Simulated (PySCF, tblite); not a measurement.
# C5H9FGe: dynamics, then NMR shifts on frames, part 2 of 2

tblite 0.8.0 and PySCF 2.14.0. Atoms count from 0. The steps go on from the part before.

### Step 5. NMR shieldings: 625 fs, PBE0/pcSseg-1

The job: settings as JSON, then the geometry in Å.

```
{"job": {"kind": "nmr", "xc": "PBE0", "basis": "pcSseg-1", "pop": false}, "charge": 0, "multiplicity": 1}
F      1.870000    -1.738500     1.866600
C      1.752600    -0.757300     0.959300
C      0.315800    -0.440200     0.585100
C     -0.755800    -0.610700     1.372400
C     -2.112400    -0.287300     0.875300
Ge    -1.818800     0.409100    -0.892300
C      0.158600     0.304600    -0.684500
H      2.222700     0.183600     1.247700
H      2.370500    -1.131000     0.115700
H     -0.698000    -1.093000     2.352200
H     -2.610800    -1.277000     0.860800
H     -2.716600     0.384400     1.554500
H     -2.358500     1.791700    -1.169200
H     -2.271800    -0.494300    -2.024100
H      0.759800    -0.113300    -1.524100
H      0.558000     1.324200    -0.511800
```

Level: GIAO PBE0/pcSseg-1 NMR shielding, non-relativistic, gas phase.

The program printed:

```text
coarse grid: 60864 points
cycle   1  E = -2371.8153853086  dE =  2.041e-01  |g| = 9.831e-01  |ddm| = 3.715e+00
cycle   2  E = -2371.7606179153  dE =  5.477e-02  |g| = 1.086e+00  |ddm| = 1.250e+00
cycle   3  E = -2371.9078806463  dE = -1.473e-01  |g| = 1.247e-01  |ddm| = 8.078e-01
cycle   4  E = -2371.9100270964  dE = -2.146e-03  |g| = 7.018e-02  |ddm| = 1.419e-01
cycle   5  E = -2371.9110285887  dE = -1.001e-03  |g| = 1.329e-02  |ddm| = 6.562e-02
cycle   6  E = -2371.9110700088  dE = -4.142e-05  |g| = 3.967e-03  |ddm| = 1.400e-02
cycle   7  E = -2371.9110729007  dE = -2.892e-06  |g| = 4.452e-04  |ddm| = 3.539e-03
final grid: 129032 points
cycle   8  E = -2371.9110496839  dE = -4.067e-08  |g| = 5.235e-04  |ddm| = 2.346e-03
cycle   9  E = -2371.9110496434  dE =  4.049e-08  |g| = 7.356e-04  |ddm| = 1.195e-03
cycle  10  E = -2371.9110497386  dE = -9.518e-08  |g| = 8.874e-05  |ddm| = 6.222e-04
cycle  11  E = -2371.9110497404  dE = -1.860e-09  |g| = 3.111e-05  |ddm| = 1.090e-04
cycle  12  E = -2371.9110497407  dE = -2.256e-10  |g| = 3.723e-06  |ddm| = 3.111e-05
converged SCF energy = -2371.9110497407

GIAO shielding tensors (ppm)
atom      isotropic    diamagn.    paramagn.     s11        s22        s33       span
  0 F      425.632     468.679     -43.048    391.590    411.934    473.371     81.781
  1 C      100.519     239.420    -138.901     68.527     80.210    152.820     84.293
  2 C       38.437     262.470    -224.032    -64.762     53.342    126.732    191.494
  3 C       54.108     252.672    -198.564    -45.465     62.082    145.708    191.172
  4 C      168.246     253.201     -84.955    154.382    159.970    190.386     36.004
  5 Ge    1457.266    2753.961   -1296.695   1339.160   1460.116   1572.522    233.362
  6 C      167.456     250.050     -82.594    148.314    160.844    193.211     44.896
  7 H       26.721      27.945      -1.224     23.019     27.850     29.294      6.275
  8 H       26.183      28.420      -2.237     20.921     27.371     30.257      9.335
  9 H       25.308      31.609      -6.301     21.728     25.970     28.227      6.499
 10 H       29.017      28.786       0.231     23.665     26.459     36.927     13.262
 11 H       28.746      28.292       0.453     23.470     26.298     36.470     13.000
 12 H       27.275      28.566      -1.291     20.969     21.535     39.320     18.351
 13 H       27.270      28.464      -1.194     20.909     21.657     39.245     18.336
 14 H       29.693      30.681      -0.988     24.545     27.982     36.552     12.007
 15 H       29.588      30.802      -1.214     24.448     27.588     36.728     12.280
```

It took 25 s on 1 thread of Intel Xeon Platinum 8488C, shared host; peak memory 0.94 GiB.

This run: δ C2 148.5, C3 132.8, C1 86.4, C6 19.5, H9 6.41, H8 5.53 ppm.

### Step 6. Nuclear shieldings: 800 fs, PBE0/pcSseg-1

The job: settings as JSON, then the geometry in Å.

```
{"job": {"kind": "nmr", "xc": "PBE0", "basis": "pcSseg-1", "pop": false}, "charge": 0, "multiplicity": 1}
F      2.029100    -1.788000     2.122200
C      1.911600    -0.659500     1.312100
C      0.507000    -0.432100     0.925300
C     -0.603700    -0.822900     1.550300
C     -2.036800    -0.489900     1.134100
Ge    -1.667000     0.447000    -0.552400
C      0.286700     0.406900    -0.320200
H      2.300000     0.166700     1.933000
H      2.516900    -0.806500     0.436000
H     -0.623000    -1.480700     2.384800
H     -2.573000    -1.415400     0.916900
H     -2.513200     0.097700     1.880300
H     -2.366100     1.751900    -0.765600
H     -2.100600    -0.383500    -1.749800
H      0.706900    -0.084600    -1.193100
H      0.708000     1.413400    -0.294300
```

With the program's defaults for keys left out, this is: GIAO PBE0/pcSseg-1 NMR shielding, non-relativistic, gas phase.

The program printed:

```text
coarse grid: 60864 points
cycle   1  E = -2371.8146342411  dE =  1.705e-01  |g| = 9.872e-01  |ddm| = 3.725e+00
cycle   2  E = -2371.7527200846  dE =  6.191e-02  |g| = 1.115e+00  |ddm| = 1.307e+00
cycle   3  E = -2371.9070863282  dE = -1.544e-01  |g| = 1.505e-01  |ddm| = 8.641e-01
cycle   4  E = -2371.9103065827  dE = -3.220e-03  |g| = 7.921e-02  |ddm| = 1.673e-01
cycle   5  E = -2371.9115764598  dE = -1.270e-03  |g| = 1.357e-02  |ddm| = 7.382e-02
cycle   6  E = -2371.9116174900  dE = -4.103e-05  |g| = 4.331e-03  |ddm| = 1.382e-02
cycle   7  E = -2371.9116207536  dE = -3.264e-06  |g| = 6.488e-04  |ddm| = 3.932e-03
final grid: 129032 points
cycle   8  E = -2371.9116051286  dE =  1.965e-08  |g| = 8.815e-04  |ddm| = 2.845e-03
cycle   9  E = -2371.9116049598  dE =  1.688e-07  |g| = 1.278e-03  |ddm| = 1.984e-03
cycle  10  E = -2371.9116052969  dE = -3.371e-07  |g| = 1.099e-04  |ddm| = 1.142e-03
cycle  11  E = -2371.9116052998  dE = -2.897e-09  |g| = 3.459e-05  |ddm| = 1.285e-04
cycle  12  E = -2371.9116053001  dE = -2.733e-10  |g| = 4.552e-06  |ddm| = 3.418e-05
converged SCF energy = -2371.9116053001

GIAO shielding tensors (ppm)
atom      isotropic    diamagn.    paramagn.     s11        s22        s33       span
  0 F      414.870     468.647     -53.777    382.639    407.426    454.544     71.906
  1 C       99.319     238.596    -139.276     66.555     80.172    151.231     84.675
  2 C       45.206     262.381    -217.175    -56.745     63.310    129.052    185.797
  3 C       50.226     250.557    -200.331    -41.330     43.119    148.890    190.221
  4 C      168.133     256.524     -88.391    153.076    156.190    195.133     42.057
  5 Ge    1454.728    2754.546   -1299.818   1314.386   1444.515   1605.283    290.897
  6 C      169.372     251.244     -81.872    145.267    163.662    199.188     53.921
  7 H       26.056      26.623      -0.567     21.873     26.970     29.326      7.453
  8 H       26.788      28.161      -1.373     21.648     28.530     30.186      8.538
  9 H       25.653      31.935      -6.282     21.713     25.780     29.464      7.751
 10 H       29.504      30.432      -0.929     24.417     26.893     37.201     12.785
 11 H       30.232      31.017      -0.785     25.148     27.463     38.084     12.936
 12 H       27.433      29.212      -1.779     20.941     21.645     39.712     18.771
 13 H       27.452      29.270      -1.818     21.117     21.839     39.400     18.283
 14 H       30.291      31.938      -1.647     24.563     28.595     37.715     13.152
 15 H       30.011      31.168      -1.156     24.177     28.564     37.292     13.115
```

Run time: 25 s. Hardware: 1 thread of Intel Xeon Platinum 8488C, shared host; peak memory 0.96 GiB.

In short: δ C2 141.7, C3 136.7, C1 87.6, C4 18.8, H9 6.06, H7 5.66 ppm.

### Step 7. NMR shieldings: 1000 fs, PBE0/pcSseg-1

The job: settings as JSON, then the geometry in Å.

```
{"job": {"kind": "nmr", "xc": "PBE0", "basis": "pcSseg-1", "pop": false}, "charge": 0, "multiplicity": 1}
F      2.140200    -1.261900     2.133700
C      1.814900    -0.043600     1.594500
C      0.455100    -0.115200     0.937500
C     -0.470800    -0.986800     1.330600
C     -1.798300    -0.973300     0.663300
Ge    -1.667500     0.459500    -0.710300
C      0.140700     0.849100    -0.132600
H      1.866700     0.717600     2.449000
H      2.596400     0.196300     0.816100
H     -0.227800    -1.750200     2.108100
H     -1.971400    -1.991500     0.133300
H     -2.627900    -0.889400     1.346800
H     -2.710600     1.513200    -0.764200
H     -1.646800    -0.117700    -2.116900
H      0.860200     0.737800    -0.989500
H      0.277100     1.896000     0.184500
```

Method: GIAO PBE0/pcSseg-1 NMR shielding, non-relativistic, gas phase.

The program printed:

```text
coarse grid: 60864 points
cycle   1  E = -2371.8125495763  dE =  1.340e-01  |g| = 9.931e-01  |ddm| = 3.713e+00
cycle   2  E = -2371.7465103279  dE =  6.604e-02  |g| = 1.123e+00  |ddm| = 1.306e+00
cycle   3  E = -2371.9086112609  dE = -1.621e-01  |g| = 1.370e-01  |ddm| = 8.594e-01
cycle   4  E = -2371.9113699435  dE = -2.759e-03  |g| = 7.269e-02  |ddm| = 1.536e-01
cycle   5  E = -2371.9124110270  dE = -1.041e-03  |g| = 1.457e-02  |ddm| = 6.887e-02
cycle   6  E = -2371.9124605882  dE = -4.956e-05  |g| = 4.118e-03  |ddm| = 1.490e-02
cycle   7  E = -2371.9124636287  dE = -3.040e-06  |g| = 4.812e-04  |ddm| = 3.659e-03
final grid: 129032 points
cycle   8  E = -2371.9124094302  dE = -3.605e-08  |g| = 5.618e-04  |ddm| = 2.613e-03
cycle   9  E = -2371.9124093797  dE =  5.051e-08  |g| = 7.976e-04  |ddm| = 1.283e-03
cycle  10  E = -2371.9124094945  dE = -1.148e-07  |g| = 8.077e-05  |ddm| = 6.770e-04
cycle  11  E = -2371.9124094961  dE = -1.539e-09  |g| = 3.128e-05  |ddm| = 1.078e-04
cycle  12  E = -2371.9124094963  dE = -2.256e-10  |g| = 4.496e-06  |ddm| = 3.045e-05
converged SCF energy = -2371.9124094963

GIAO shielding tensors (ppm)
atom      isotropic    diamagn.    paramagn.     s11        s22        s33       span
  0 F      409.828     470.697     -60.869    375.413    399.272    454.798     79.385
  1 C       94.688     239.159    -144.471     66.297     77.135    140.632     74.335
  2 C       39.105     261.882    -222.778    -67.868     63.685    121.498    189.366
  3 C       49.050     252.906    -203.855    -56.557     58.349    145.359    201.916
  4 C      165.358     251.870     -86.513    148.636    155.814    191.623     42.988
  5 Ge    1458.887    2754.292   -1295.406   1359.879   1422.755   1594.027    234.148
  6 C      172.049     250.156     -78.107    153.893    166.121    196.133     42.240
  7 H       25.497      25.883      -0.387     21.651     25.904     28.934      7.283
  8 H       25.952      27.292      -1.340     21.118     27.684     29.053      7.935
  9 H       24.591      30.682      -6.092     21.193     24.752     27.826      6.632
 10 H       28.146      28.177      -0.032     22.931     25.609     35.897     12.966
 11 H       29.811      29.428       0.383     24.462     27.358     37.614     13.151
 12 H       27.490      29.089      -1.599     21.048     21.510     39.911     18.863
 13 H       27.360      28.996      -1.636     21.164     21.587     39.328     18.164
 14 H       29.421      30.576      -1.156     23.851     27.402     37.009     13.159
 15 H       29.842      30.187      -0.345     24.111     28.181     37.234     13.123
```

It took 25 s on 1 thread of Intel Xeon Platinum 8488C, shared host; peak memory 0.96 GiB.

In short: δ C2 147.8, C3 137.9, C1 92.2, C4 21.6, H9 7.13, H7 6.22 ppm.

### Step 8. Comparing the runs: NMR shifts

Shifts (ppm) of some atoms, chosen among heavy atoms and hydrogens apart, with basis size and wall time:

```tsv
frame	C2	C3	C1	H7	H11	F0	Ge5	functions	time
250 fs	152.3	136.1	86.7	4.11	2.78	-252.3	-110	188	25 s
425 fs	148.4	135.3	87.8	5.44	2.03	-236.1	-142	188	25 s
625 fs	148.5	132.8	86.4	5.00	2.97	-254.7	-126	188	25 s
800 fs	141.7	136.7	87.6	5.66	1.49	-243.9	-124	188	25 s
1000 fs	147.8	137.9	92.2	6.22	1.91	-238.9	-128	188	25 s
```

### Step 9. Outcome

What follows sums up all 2 parts.

| quantity | value |
| --- | --- |
| thermostat | 200 K |
| mean temperature, second half | 178 K |
| mean potential energy above the minimum | 0.34 eV |
| 13C shifts against TMS (PBE0/pcSseg-1, 250 fs) | 152.3, 136.1, 86.7, 21.6, 18.1 ppm |
| 1H shifts against TMS (PBE0/pcSseg-1, 250 fs) | 5.83, 4.94, 4.69, 4.19, 4.11, 2.89, 2.78, 1.55, 1.27 ppm |
| 19F shifts against CFCl3 (PBE0/pcSseg-1, 250 fs) | -252.3 ppm |
| 73Ge shifts against GeMe4 (PBE0/pcSseg-1, 250 fs) | -110 ppm |
| range of the shift of Ge5 | -142 to -110 ppm |

What this shows: In the second half the potential energy averages 0.34 eV above the minimum; equipartition over 42 harmonic modes at 200 K would give 0.36 eV. With 16 atoms the temperature swings widely (62 to 277 K). Shifts at one fixed geometry are not the observed spectrum, which averages over the motion. In the first frame run (250 fs): The largest span, 324 ppm, is at Ge5, where the paramagnetic term is -1313 ppm. In ppm, Ge5 moves most: its shift spreads over 32 ppm, from -142 (425 fs) to -110 (250 fs). Spin-orbit coupling is left out, which matters for shieldings and couplings at and beside the heavy atoms.
